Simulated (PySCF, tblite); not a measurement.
**C6H8F3P: geometry, infrared bands and NMR shifts**

Aim: predict the infrared bands and NMR shifts of C6H8F3P (`C[C@@H]1CCP1C(F)=C(F)F`).

The runs use tblite 0.8.0 and PySCF 2.14.0, with density-fitted response routines of our own; the level of theory stands in each step. All values are computed, except where a source is named. Atoms are numbered from 0 throughout.

### 1 The molecule as given

18 atoms, charge 0, multiplicity 1; geometry from: force field or distance geometry start.

Bonds of the start (Å): C0–C1 1.51, C1–C2 1.53, C2–C3 1.50, C3–P4 1.86, P4–C5 1.82, C5–F6 1.38, C5–C7 1.36, C7–F8 1.37, C7–F9 1.36, P4–C1 1.85, C0–H10 1.08, C0–H11 1.11, C0–H12 1.13, C1–H13 1.10, C2–H14 1.11, C2–H15 1.11, C3–H16 1.12, C3–H17 1.11.

### 2 Relaxing the molecule with GFN2-xTB

What the job is given:

```
{"job": {"kind": "relax", "xc": "GFN2-xTB", "basis": "xTB"}, "charge": 0, "multiplicity": 1}
C     -1.628800     1.173800     0.456400
C     -1.346000     0.013100    -0.469000
C     -1.121100    -1.330800     0.223200
C      0.265700    -1.601800    -0.276400
P      0.337200    -0.005700    -1.224700
C      1.573500     1.092000    -0.452200
F      1.232800     2.416000    -0.265000
C      2.798000     0.648600    -0.060200
F      3.163200    -0.660700    -0.238600
F      3.680900     1.508000     0.522500
H     -0.733300     1.679100     0.794900
H     -2.322300     1.903500    -0.011300
H     -2.122600     0.759800     1.387800
H     -2.167100    -0.081700    -1.193700
H     -1.811500    -2.115600    -0.151700
H     -1.146400    -1.308200     1.334200
H      0.979400    -1.622800     0.590500
H      0.359700    -2.460400    -0.978500
```

Command:

```console
$ OMP_NUM_THREADS=1 python probes_run.py task.json out
```

The driver reads the jobs from task.json and runs them one after another.

**Question.** This job is followed by: GFN2-xTB harmonic vibrations, gas phase; GIAO PBE0/pcSseg-1 NMR shielding, non-relativistic, gas phase. Predict these results of the whole session: strongest single infrared mode (GFN2-xTB); zero-point energy (GFN2-xTB); 13C shifts against TMS (PBE0/pcSseg-1); 1H shifts against TMS (PBE0/pcSseg-1, means over atoms taken as alike); 31P shifts against H3PO4 (PBE0/pcSseg-1); 19F shifts against CFCl3 (PBE0/pcSseg-1).

**Answer**, as computed:

| quantity | value |
| --- | --- |
| strongest single infrared mode (GFN2-xTB) | 1186 cm⁻¹, 212 km/mol |
| zero-point energy (GFN2-xTB) | 80.9 kcal/mol |
| 13C shifts against TMS (PBE0/pcSseg-1) | 171.0, 140.7, 37.9, 35.6, 21.6, 16.6 ppm |
| 1H shifts against TMS (PBE0/pcSseg-1, means over atoms taken as alike) | 2.86, 2.74, 2.62, 2.12, 2.04, 1.31 ppm |
| 31P shifts against H3PO4 (PBE0/pcSseg-1) | 9.5 ppm |
| 19F shifts against CFCl3 (PBE0/pcSseg-1) | -84.0, -120.8, -195.1 ppm |

Over 101 steps the energy fell by 0.864 eV; of the close pairs, C1–P4 changed most, 1.845 to 1.898 Å. All 48 modes are real, so the xTB geometry is a minimum. The strongest single mode, at 1186 cm⁻¹, moves mainly C7. Unscaled tight-binding wavenumbers are off by several per cent, some by more. Its intensities can rank the bands wrongly. At PBE0/pcSseg-1: The widest tensor belongs to F6: span 160 ppm, with a paramagnetic part of -106 ppm.
